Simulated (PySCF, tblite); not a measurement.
# C8H9O radical: geometry, infrared bands and EPR parameters

Aim: predict the infrared bands and EPR parameters of C8H9O radical (`C=C1C=CC=C1[C@@H](C)[O]`).

The runs use tblite 0.8.0 and PySCF 2.14.0, with density-fitted response routines of our own; the level of theory stands in each step. All values are computed, except where a source is named. Atoms are numbered from 0 throughout.

## 1. The molecule as given

18 atoms, charge 0, multiplicity 2; geometry from: force field or distance geometry start.

Bonds of the start (Å): C0–C1 1.33, C1–C2 1.46, C2–C3 1.35, C3–C4 1.46, C4–C5 1.32, C5–C6 1.49, C6–C7 1.52, C6–O8 1.40, C5–C1 1.48, C0–H9 1.07, C0–H10 1.10, C2–H11 1.08, C3–H12 1.07, C4–H13 1.08, C6–H14 1.12, C7–H15 1.11, C7–H16 1.11, C7–H17 1.13.

## 2. Optimising the geometry with GFN2-xTB

What the job is given:

```
{"job": {"kind": "relax", "xc": "GFN2-xTB", "basis": "xTB"}, "charge": 0, "multiplicity": 2}
C     -1.483200    -1.868600     0.238800
C     -1.275300    -0.556300     0.150500
C     -2.261500     0.510400     0.235800
C     -1.618100     1.687000     0.100000
C     -0.191300     1.426700    -0.039700
C      0.023400     0.123100    -0.021500
C      1.301100    -0.627900    -0.139500
C      2.519100     0.266800    -0.308900
O      1.523300    -1.435800     0.984500
H     -0.707700    -2.608100     0.182900
H     -2.499800    -2.256300     0.370800
H     -3.328100     0.410300     0.360800
H     -2.144500     2.621200     0.140700
H      0.542900     2.212000    -0.166800
H      1.211700    -1.308600    -1.025600
H      3.390300    -0.229600     0.177200
H      2.302700     1.242500     0.163000
H      2.686400     0.397300    -1.414600
```

Launch:

```console
OMP_NUM_THREADS=1 python probes_run.py task.json out
```

This one command runs all jobs of the session in turn.

**Question.** This job is followed by: GFN2-xTB harmonic vibrations, gas phase; UKS B3LYP, pcH-1 on C H O, non-relativistic, mean-field spin-orbit, GIAO. What will the session give for the following? strongest single infrared mode (GFN2-xTB); zero-point energy (GFN2-xTB); g(iso) (B3LYP); ⟨S²⟩; largest a(iso) (averaged by class); potential on the surface of density 0.002 e/bohr³, 1st and 99th percentile; property runs in this session.

As calculated:

```
                                                                  quantity                                            value
                                 strongest single infrared mode (GFN2-xTB)                             1466 cm⁻¹, 61 km/mol
                                              zero-point energy (GFN2-xTB)                                    87.9 kcal/mol
                                                            g(iso) (B3LYP)                                          2.01771
                                                                      ⟨S²⟩                               0.757 (exact 0.75)
                                        largest a(iso) (averaged by class)                             1H on H14, 382.5 MHz
potential on the surface of density 0.002 e/bohr³, 1st and 99th percentile                               -1.38 V and 1.10 V
                                             property runs in this session  1, of which 0 failed and 1 gave unsound results
```

What this shows: Relaxing lowered the energy by 0.540 eV in 136 steps; the close pair that moved most is C6–O8, from 1.402 to 1.315 Å. No mode is imaginary among the 48: a minimum at this level. Unscaled tight-binding wavenumbers are off by several per cent, some by more. Its intensities can rank the bands wrongly. Most of the unpaired spin sits on O8 (0.75 e). The isotropic g lies 15.4 ppt above the free-electron value. These values are not to be trusted: the run shows nearly degenerate orbitals, where second-order g theory doesn't apply. The conformer search (at its own cheap level) found a structure 30.7 kcal/mol lower, too far down for a turn about a bond: it may have other bonds, so these spectra needn't be the molecule's.
